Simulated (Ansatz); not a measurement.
What does this script print? It uses Ansatz's Python interface.

The script, `c2h6bfo_torsion.py`:
```python
# -*- coding: utf-8 -*-
'''Energy of C2H6BFO as one group turns about a bond.'''

import ansatz as az
from ase import Atoms

atoms = Atoms(['B', 'C', 'F', 'O', 'C', 'H', 'H', 'H', 'H', 'H', 'H'], positions=[
    [0.6271, 1.5887, -0.9755],
    [-0.2723, 0.4639, -0.3264],
    [-1.1649, -0.0403, -1.2954],
    [0.6918, -0.5272, 0.1156],
    [-0.0752, -1.4672, 0.9115],
    [1.2693, 1.4244, -1.9204],
    [0.5482, 2.7328, -0.5482],
    [-0.8134, 0.9264, 0.5074],
    [-0.4515, -0.957, 1.8979],
    [0.6287, -2.2597, 1.259],
    [-0.9224, -1.9417, 0.395],
])

# start the scan from a relaxed geometry
first = (
    az.Crystal.molecule_from_ase(atoms).calculation()
    .basis(gaussian='def2-SVP')
    .functional('pbe')
    .relax(force_tolerance=0.02, max_steps=80)
)
atoms.positions = first.run(threads=1, pin='off').report['positions_ang']

start = atoms.get_dihedral(1, 3, 4, 8)
energies = {}
for turn in range(0, 121, 15):
    turned = atoms.copy()
    turned.set_dihedral(1, 3, 4, 8, start + turn, indices=[4, 8, 9, 10])
    base = (
        az.Crystal.molecule_from_ase(turned).calculation()
        .basis(gaussian='def2-SVP')
        .functional('pbe')
    )
    energies[round((start + turn) % 360)] = base.run(threads=1, pin='off').report['free_energy_ev']
floor = min(energies.values())
print('dihedral C1-O3-C4-H8 (deg)   E - E(min) (eV)')
for angle, e in sorted(energies.items()):
    print(f'{angle:8d} {(e - floor):14.3f}  ' + '#' * int(30 * (e - floor) / max(max(energies.values()) - floor, 1e-9)))
```

`python c2h6bfo_torsion.py` gives:
```text
dihedral C1-O3-C4-H8 (deg)   E - E(min) (eV)
       2          0.069  ##############################
      17          0.069  #############################
      32          0.054  #######################
      47          0.036  ###############
      62          0.027  ###########
     302          0.000
     317          0.007  ###
     332          0.028  ###########
     347          0.052  ######################
```

The scan is rigid and the energies are electronic, in a modest basis. With rigid groups the curve can differ much from the relaxed path, the start wasn't checked as a minimum of this torsion, and equivalent turns needn't return to the same energy. By the engine's processor time: 40 s on 1 thread of Intel(R) Xeon(R) Processor @ 2.30GHz (shared host), peak memory 0.27 GiB.
